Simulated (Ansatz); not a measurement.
InAg3:

```
In Ag
1.0
     1.55190   -2.59615    0.00000
     1.55190    2.59615    0.00000
     0.00000    0.00000    9.85995
In Ag
1 3
Direct
  0.00000 0.00000 0.00000
  0.50000 0.50000 0.25713
  0.00000 0.00000 0.50000
  0.50000 0.50000 0.74287
```

The cell comes from a database or a generator and needn't be the stable form of this composition.

Base run:

| Property | Result |
| --- | --- |
| Program | Ansatz 0.2.0 |
| Functional | PBEsol |
| Potentials or basis | all-electron LAPW, scalar-relativistic |
| Cutoff | 229 eV |
| Density cutoff | 918 eV |
| Basis error allowed | 0.002 eV/atom |
| k mesh | 10 × 10 × 3 |
| Occupations | fermi-dirac, width 0.05 eV |
| Spin | no spin polarisation |

Its results: pressure -5.7 GPa; largest force 0.100 eV/Å.

The run is repeated on the same cell with these changes: functional from PBEsol to LDA. What comes out?

Pressure -9.1 GPa; largest force 0.157 eV/Å.

LDA binds more tightly than PBEsol, so the same cell stands under less pressure.

Not every run made on this cell is shown here.
